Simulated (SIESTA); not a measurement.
MoPRu:

```xyz
9
Lattice="6.0132 0.0000 0.0000 -3.0066 5.2076 0.0000 0.0000 0.0000 3.8574" Properties=species:S:1:pos:R:3 pbc="T T T"
Ru    4.4404    0.0000    0.0000
Ru    0.7864    1.3621    0.0000
Ru   -2.2202    3.8455    0.0000
Mo    2.4410    0.0000    1.9287
Mo    1.7861    3.0936    1.9287
Mo   -1.2205    2.1140    1.9287
P     0.0000    0.0000    1.9287
P     3.0066    1.7359    0.0000
P     0.0000    3.4717    0.0000
```

The cell comes from a database or a generator and needn't be the stable form of this composition.

* Program: SIESTA 5.4.2
* Task: single point
* Functional: PBEsol
* Potentials or basis: PseudoDojo 0.4 standard (PBEsol files)
* Basis: DZP (energy shift 0.003 Ry; two zetas on semicore shells)
* Grid cutoff: 800 Ry
* Energy shift: 0.003 Ry
* k mesh: 5 × 5 × 7
* Occupations: fermi-dirac, width 0.05 eV
* Spin: no spin polarisation

On this cell: pressure 2.2 GPa; largest force 0.222 eV/Å; band gap on the k mesh none (metal or under the smearing width).

The same run follows on a disturbed copy (atoms moved at random, drawn with an rms of 0.05 Å):

```
Ru Mo P
1.0
     6.01321    0.00000    0.00000
    -3.00660    5.20759    0.00000
     0.00000    0.00000    3.85744
Ru Mo P
3 3 3
Direct
  0.73321 0.99785 0.98707
  0.25855 0.26394 0.01736
  0.00421 0.73988 0.99713
  0.39983 0.00300 0.50469
  0.59787 0.59131 0.50166
  0.01100 0.41520 0.49899
  0.00088 0.99465 0.49316
  0.67022 0.34380 0.00911
  0.33399 0.66827 0.99151
```

What does the disturbed cell give?

The energy (extrapolated to zero smearing) moves by +19.7 meV/atom; pressure 3.4 GPa; largest force 1.139 eV/Å; band gap on the k mesh none (metal or under the smearing width).

Forces in eV/Å, atoms in the order of the input:
```
Ru   0.562  0.843  0.520
Ru   0.360 -0.391 -0.885
Ru  -0.496  0.655  0.062
Mo   0.991  0.109 -0.321
Mo  -0.372  0.006  0.058
Mo  -0.439 -0.543  0.045
P   -0.751  0.417  0.457
P   -0.009 -1.026 -0.152
P    0.157 -0.072  0.216
```

Stress tensor (GPa, compression positive):
```
4.80 1.11 0.17
1.11 3.91 0.10
0.17 0.10 1.38
```

Caveats: the basis of atomic orbitals isn't converged, which shifts pressures, moduli and gaps.
